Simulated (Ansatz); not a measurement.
# Ni: the cost of one run

Program: Ansatz 0.2.0, driven from Python. The levels of theory stand in the script. These are calculated values, not measurements.

This is Ni in the bcc structure; at room conditions it is fcc.

## 1. The structure

The structure is cubic, space group Im-3m (No. 229). Conventional cell: a = 2.767 Å, b = 2.767 Å, c = 2.767 Å, α = 90.00°, β = 90.00°, γ = 90.00°. Ni (site symmetry m-3m) is surrounded by 8 Ni at 2.40 Å.

The script holds or builds the structure itself.

## 2. Script

Contents of run_xc.py:

```python
"""One structure of Ni under several functionals."""

import ansatz as az
import pandas as pd

xtal = (
    az.Lattice.of((-1.38371547, 1.38371547, 1.38371547), (1.38371547, -1.38371547, 1.38371547), (1.38371547, 1.38371547, -1.38371547))
    .atom("Ni", (0.0, 0.0, 0.0))
    .moments(Ni=1.5)
)

job = (
    xtal.calculation()
    .pseudopotentials("nc")
    .kpoints(14, 14, 14, center="monkhorst-pack")
    .occupations(az.OccupationsMethod.FERMI_DIRAC, width=0.01)
    .spin(az.SpinTreatment.COLLINEAR)
    .mixing("msr1", ndim=6, beta=0.6)
    .scf(max_iterations=200, lower_state_search="standard", self_checks="high")
    .forces()
    .stress()
)

rows = []
for value in ["pbesol", "blyp", "lda"]:
    data = job.functional(value).run(threads=1).report
    rows.append((value, data["free_energy_ev"] / len(data["lattice"]["sites"]), data["n_iterations"], sum(data["stress_gpa"][i][i] for i in range(3)) / 3, max(abs(f) for row in data["forces_ev_ang"] for f in row), data["magnetization_mub"], data["n_kpoints"]))

table = pd.DataFrame(rows, columns=["functional", "F/atom (eV)", "iterations", "P (GPa)", "max component (eV/A)", "moment (muB)", "k-points"])
print(table.round(5).to_string(index=False))
```

## 3. Launch

Command:

```
$ python run_xc.py
```

What time and memory should one allow on 1 thread of Arm Neoverse V2, shared host?

About 31 s, with a peak of 0.49 GiB.
